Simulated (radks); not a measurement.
**Ionisation of Te⁺: one atom, several choices of exchange strength α**

The task here is to estimate one member of a computed series from the others.

Method: Dirac Kohn-Sham, spin-unpolarised, spherical densities, finite nucleus; open shells are shared between the two j in proportion to 2j + 1. Code: radks (a radial shooting solver on a logarithmic mesh, Libxc functionals) version 1.

## The atom as given

```
element       : tellurium (Z = 52)
charge        : +1
electrons     : 51
configuration : [Kr] 4d10 5s2 5p3
ion           : Te²⁺, [Kr] 4d10 5s2 5p2
choices       : α = 0.609; α = 0.651; α = 0.667; α = 0.783; α = 0.818; α = 0.879; α = 0.971
```

The outer shells:

Te⁺
```
[Kr] core
4d [↑↓][↑↓][↑↓][↑↓][↑↓]
5s [↑↓]
5p [↑ ][↑ ][↑ ]
```

Te²⁺
```
[Kr] core
4d [↑↓][↑↓][↑↓][↑↓][↑↓]
5s [↑↓]
5p [↑ ][↑ ][  ]
```

The first run:

The run's settings:

```text
Z 52
configuration [Kr] 4d10 5s2 5p3
relativity Dirac
functional xalpha 0.609
spin unpolarised
j_filling average
nucleus finite rms 4.7423 fm
c 137.035999084
```

Among the steps run: α = 0.609: Te⁺.

One table of the session follows, with a row left open; its other results are not shown here.

It belongs to the step «α = 0.609: Te⁺». Sizes of the orbitals, from the radial functions (bohr):

| level | <r> | outermost maximum (interpolated) | 90 % within | nodes |
| --- | --- | --- | --- | --- |
| 4s1/2 | 0.7666 | 0.702 | 1.11 | 3 |
| 4p1/2 | 0.8040 | 0.723 | 1.18 | 2 |
| 4p3/2 | ? | ? | ? | ? |
| 4d3/2 | 0.9720 | 0.809 | 1.49 | 1 |
| 4d5/2 | 0.9847 | 0.818 | 1.51 | 1 |
| 5s1/2 | 2.050 | 1.78 | 3.00 | 4 |
| 5p1/2 | 2.463 | 2.06 | 3.68 | 3 |
| 5p3/2 | 2.571 | 2.15 | 3.84 | 3 |

Q: Estimate the row for 4p3/2 from the others.

**Answer.** <r>: 0.8335; outermost maximum (interpolated): 0.748; 90 % within: 1.22; nodes: 2. In the column «<r>» it lies between 4p1/2 (0.8040) and 4d3/2 (0.9720).

Caveats from the session: Spin polarisation and multiplet splitting are left out, so open shells lie too high by an amount that depends on their filling.
